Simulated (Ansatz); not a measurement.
# Cu: the cost of one run

All numbers are computed with Ansatz 0.2.0 through its Python package. Level of theory: DFT PBEsol, plane waves, PAW.

### Step 1. The structure

The structure is hexagonal, space group P6_3/mmc (No. 194). Conventional cell: a = 2.531 Å, b = 2.531 Å, c = 8.262 Å, α = 90.00°, β = 90.00°, γ = 120.00°. Cu (site symmetry -3m) has 12 Cu at 2.53 Å as nearest neighbours. Around Cu (site symmetry -6m2) lie 12 Cu at 2.53 Å.

The script holds or builds the structure itself.

### Step 2. Script

Contents of eos_cu.py:

```python
"""Equation of state of Cu."""

import warnings

import ansatz as az
import numpy as np

VECTORS = np.array([
    [2.530764, 0.0, 0.0],
    [-1.265382, 2.191706, 0.0],
    [0.0, 0.0, 8.261815],
])
SITES = [
    ("Cu", (0.0, 0.0, 0.0)),
    ("Cu", (1 / 3, 2 / 3, 0.25)),
    ("Cu", (0.0, 0.0, 0.5)),
    ("Cu", (2 / 3, 1 / 3, 0.75)),
]


def on_lattice(cell):
    crystal = az.Crystal(lattice=az.Lattice.of(cell))
    for symbol, position in SITES:
        crystal = crystal.atom(symbol, position)
    return crystal

warnings.simplefilter("ignore", az.DeckWarning)

# scale the volume, keep shape and fractions
volumes, energies = [], []
for scale in np.linspace(0.88, 1.12, 7):
    cell = VECTORS * scale ** (1 / 3)
    job = on_lattice(cell).calculation()
    job = job.functional("pbesol").occupations("fermi_dirac", width=0.1)
    job = job.basis(500).kpoints(10, 10, 3)
    data = job.run(threads=1, pin="off").report
    volumes.append(abs(np.linalg.det(cell)) / len(SITES))
    energies.append(data["free_energy_ev"] / len(SITES))
    print(f"V = {volumes[-1]:8.4f} A^3/atom  F = {energies[-1]:.5f} eV/atom")

# third-order Birch-Murnaghan: a cubic in V^(-2/3)
x = np.array(volumes) ** (-2 / 3)
poly = np.polynomial.Polynomial.fit(x, energies, 3).convert()
roots = poly.deriv().roots()
x0 = min((r.real for r in roots if abs(r.imag) < 1e-9 and poly.deriv(2)(r.real) > 0), key=lambda r: abs(r - x.mean()))
v0 = x0 ** -1.5
b0 = 4 / 9 * poly.deriv(2)(x0) * v0 ** (-7 / 3) * 160.21766
b1 = 4 + 2 / 3 * x0 * poly.deriv(3)(x0) / poly.deriv(2)(x0)
print(f"V0 = {v0:.4f} A^3/atom, B0 = {b0:.1f} GPa, dB/dP = {b1:.2f}")
```

### Step 3. What the engine is handed

The package turns the script's settings into the engine's input (first run):

```yaml
crystal:
  lattice:
    - [2.425190576627928, 0.0, 0.0]
    - [-1.212595288313964, 2.100276729848729, 0.0]
    - [0.0, 0.0, 7.917164889275834]
  atoms:
    - { symbol: Cu, position: [0.0, 0.0, 0.0] }
    - { symbol: Cu, position: [0.3333333333333333, 0.6666666666666666, 0.25] }
    - { symbol: Cu, position: [0.0, 0.0, 0.5] }
    - { symbol: Cu, position: [0.6666666666666666, 0.3333333333333333, 0.75] }
basis:
  ecutwfc: 500.0
kpoints:
  mp_grid:
    grid: [10, 10, 3]
hamiltonian:
  xc: pbesol
scf:
  occupations:
    method: fermi_dirac
    width: 0.1
```

### Step 4. Running it

Launch:

```bash
> python eos_cu.py
```

What time and memory should one allow on 1 thread of Arm Neoverse V1, shared host?

About 23 s, with a peak of 0.41 GiB.
